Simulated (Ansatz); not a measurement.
**CH₈NPSi₂: one species, many methods**

The task here is to estimate one member of a computed series from the others.

Program: Ansatz 0.2.0, Gaussian basis. Level of theory: functionals in def2-TZVPP, the program's frozen cores in correlated methods. These are calculated values, not measurements.

The runs, in order: LDA (SPW92), PBE-D4, revPBE-D4, BLYP-D4, r2SCAN-D4, B97M-V, PBE0-D4, B3LYP-D4, r2SCANh-D4, r2SCAN0-D4, HSE06-D4, BHLYP-D4, CAM-B3LYP-D4, LC-ωPBE, ωB97X-V, ωB97M-V, B2PLYP, PBE-QIDH; CCSD(T)/def2-SVP; CCSD(T)/def2-TZVPP; MP2/def2-QZVPP; extrapolation to the limit; RPA on PBE.

## The geometry

The geometry comes from an earlier relaxation with PBE0-D4 in a triple-zeta def2 set; it is a stationary point, not always the lowest conformer.

SMILES `[SiH3]CN1[SiH2]P1`, 13 atoms, charge 0, spin multiplicity 1.

Atoms are counted from 1 here; the program's logs count them from 0.

Bond lengths: Si1–C2 1.886 Å, Si1–H6 1.488 Å, Si1–H7 1.490 Å, Si1–H8 1.485 Å, C2–N3 1.441 Å, C2–H9 1.101 Å, C2–H10 1.097 Å, N3–Si4 1.706 Å, N3–P5 1.767 Å, Si4–P5 2.194 Å, Si4–H11 1.484 Å, Si4–H12 1.480 Å, P5–H13 1.445 Å. Angles: C2–Si1–H6 110.3°, C2–Si1–H7 108.9°, C2–Si1–H8 110.4°, H6–Si1–H7 109.0°, H6–Si1–H8 109.6°, H7–Si1–H8 108.6°, Si1–C2–N3 109.9°, Si1–C2–H9 109.6°, Si1–C2–H10 108.7°, N3–C2–H9 112.3°, N3–C2–H10 109.8°, H9–C2–H10 106.3°, C2–N3–Si4 139.6°, C2–N3–P5 127.9°, Si4–N3–P5 78.3°, N3–Si4–P5 52.1°, N3–Si4–H11 118.7°, N3–Si4–H12 117.8° and more.

The first run:

Input file in.yaml:

```yaml
crystal:
  periodic: [false, false, false]
  atoms:
    - {symbol: Si, position_ang: [-1.802309, 0.861779, 0.034728]}
    - {symbol: C, position_ang: [0.041867, 0.976338, 0.412549]}
    - {symbol: N, position_ang: [0.606737, -0.346398, 0.505374]}
    - {symbol: Si, position_ang: [0.880831, -1.714103, -0.476709]}
    - {symbol: P, position_ang: [2.251759, -0.794934, 0.969115]}
    - {symbol: H, position_ang: [-2.365017, 2.216987, -0.209356]}
    - {symbol: H, position_ang: [-1.992847, 0.030295, -1.186480]}
    - {symbol: H, position_ang: [-2.523680, 0.219922, 1.163260]}
    - {symbol: H, position_ang: [0.539101, 1.591006, -0.353576]}
    - {symbol: H, position_ang: [0.173377, 1.504448, 1.365068]}
    - {symbol: H, position_ang: [1.127878, -1.512679, -1.926352]}
    - {symbol: H, position_ang: [0.081139, -2.930052, -0.206549]}
    - {symbol: H, position_ang: [3.001763, -0.137311, -0.076273]}
basis:
  gaussian: {orbitals: def2-TZVPP}
hamiltonian: {xc: lda}
output: {orbitals: {seedname: orbitals}}
```

Command:

```sh
$ ansatz run in.yaml --threads 4 --pin off --events-out ev --progress --plain --max-ram 10444MiB
```

Among the steps run: LDA; PBE-D4 (GGA); revPBE-D4 (GGA); BLYP-D4 (GGA); r2SCAN-D4 (meta-GGA); B97M-V (meta-GGA); B3LYP-D4 (hybrid); r2SCANh-D4 (hybrid); r2SCAN0-D4 (hybrid); HSE06-D4 (hybrid); BHLYP-D4 (hybrid); CAM-B3LYP-D4 (range-separated); LC-ωPBE (range-separated); ωB97X-V (range-separated); ωB97M-V (range-separated); B2PLYP (double hybrid); PBE-QIDH (double hybrid).

One table of the session follows, with a row left open; its other results are not shown here.

It belongs to the step «Frontier levels by functional». 

```
  functional  HOMO (eV)  gap (eV)
 LDA (SPW92)      -5.54      3.76
      PBE-D4      -5.43      3.88
   revPBE-D4      -5.39      3.92
     BLYP-D4      -5.28      3.88
   r2SCAN-D4      -5.64      4.30
      B97M-V      -5.79      4.34
     PBE0-D4      -6.57      5.84
    B3LYP-D4      -6.35      5.44
  r2SCANh-D4          ?         ?
  r2SCAN0-D4      -6.71      6.10
    HSE06-D4      -6.17      5.07
    BHLYP-D4      -7.57      7.75
CAM-B3LYP-D4      -7.81      8.11
     LC-ωPBE      -9.11     10.48
     ωB97X-V      -8.80     10.07
     ωB97M-V      -8.69      9.74
```

Estimate the missing values for r2SCANh-D4.

Worked estimate for «HOMO (eV)». Against the share of exact exchange, r2SCAN-D4 (0, -5.64), r2SCAN0-D4 (0.25, -6.71) give a slope of -4.28 per unit share; at 0.1 the line stands at -6.07.

The run gave: HOMO (eV): -6.07; gap (eV): 5.02. In «HOMO (eV)» the line misses by 0.00.
